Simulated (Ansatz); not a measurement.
input.yaml

```yaml
crystal:
  lattice:
    - [0.0, 4.227, 4.227]
    - [4.227, 0.0, 4.227]
    - [4.227, 4.227, 0.0]
  atoms:
    - { symbol: Mg, position: [0.02188957, 0.01687388, -0.01977623] }
    - { symbol: O, position: [0.25139371, 0.2532752, 0.24722039] }
    - { symbol: Mg, position: [-0.00313667, 0.00892038, 0.49671344] }
    - { symbol: O, position: [0.24370907, 0.26824712, 0.74356286] }
    - { symbol: Mg, position: [0.00054521, 0.50905238, -0.01085648] }
    - { symbol: O, position: [0.24785572, 0.75958249, 0.24405368] }
    - { symbol: Mg, position: [0.00059361, 0.50899274, 0.50044689] }
    - { symbol: O, position: [0.24783875, 0.75958188, 0.74769047] }
    - { symbol: Mg, position: [0.4801991, 0.01690972, -0.01995304] }
    - { symbol: O, position: [0.74741597, 0.25338626, 0.24726098] }
    - { symbol: Mg, position: [0.48037194, 0.01688095, 0.52173829] }
    - { symbol: O, position: [0.74737547, 0.2532778, 0.75123608] }
    - { symbol: Mg, position: [0.49883281, 0.50294117, -0.00132318] }
    - { symbol: O, position: [0.74748595, 0.75721832, 0.2473482] }
    - { symbol: Mg, position: [0.48929607, 0.50904568, 0.50039879] }
    - { symbol: O, position: [0.74420252, 0.75958686, 0.74770499] }
    - { symbol: H, position: [0.68014179, -0.04165414, 0.17999598] }
total_charge: 1
basis:
  ecutwfc: 420.0
kpoints:
  mp_grid: { grid: [2, 2, 2] }
hamiltonian:
  xc: pbe
  pseudopotentials: { kind: paw, azcp: { folder: soft_1 } }
scf:
  occupations: { method: gaussian, width: 0.05 }
  lower_state_search: "off"
  max_iter: 57
neb:
  images: 3
  f_tol: 0.05
  max_iterations: 50
  order_check: false
  max_displacement: 1.0
  optimiser: fire
  final_atoms:
    - { symbol: Mg, position: [-0.00889488, -0.00076108, 0.01046263] }
    - { symbol: O, position: [0.24624284, 0.25253249, 0.24873791] }
    - { symbol: Mg, position: [-0.00890816, -0.00074137, 0.49914282] }
    - { symbol: O, position: [0.24633368, 0.25256316, 0.75244271] }
    - { symbol: Mg, position: [-0.00317708, 0.50109266, 0.00101851] }
    - { symbol: O, position: [0.23199115, 0.75609668, 0.2558946] }
    - { symbol: Mg, position: [-0.00891862, 0.51053733, 0.49915556] }
    - { symbol: O, position: [0.24639207, 0.74860753, 0.75246284] }
    - { symbol: Mg, position: [0.48336604, -0.02202653, 0.01932051] }
    - { symbol: O, position: [0.74039011, 0.25558704, 0.25198544] }
    - { symbol: Mg, position: [0.49117864, 0.00296006, 0.50291717] }
    - { symbol: O, position: [0.74081349, 0.25304404, 0.75308511] }
    - { symbol: Mg, position: [0.4833398, 0.51942726, 0.01940018] }
    - { symbol: O, position: [0.74040112, 0.7520638, 0.25197979] }
    - { symbol: Mg, position: [0.48330449, 0.51954437, 0.47761453] }
    - { symbol: O, position: [0.74041705, 0.75205605, 0.75550282] }
    - { symbol: H, position: [0.53942745, 0.32057875, -0.18024875] }
```

Command:

```bash
$ ansatz run input.yaml --threads 1 --pin off --max-ram 3072MiB --backend cpu --events-out ev --progress --plain --runs-dir out
```

Hardware: 1 thread of Arm Neoverse V2 (shared host).

**Question.** Roughly how long does this run take, and how much memory?

**Answer.** 7 min, with a peak of 0.54 GiB, for 39 band iterations.
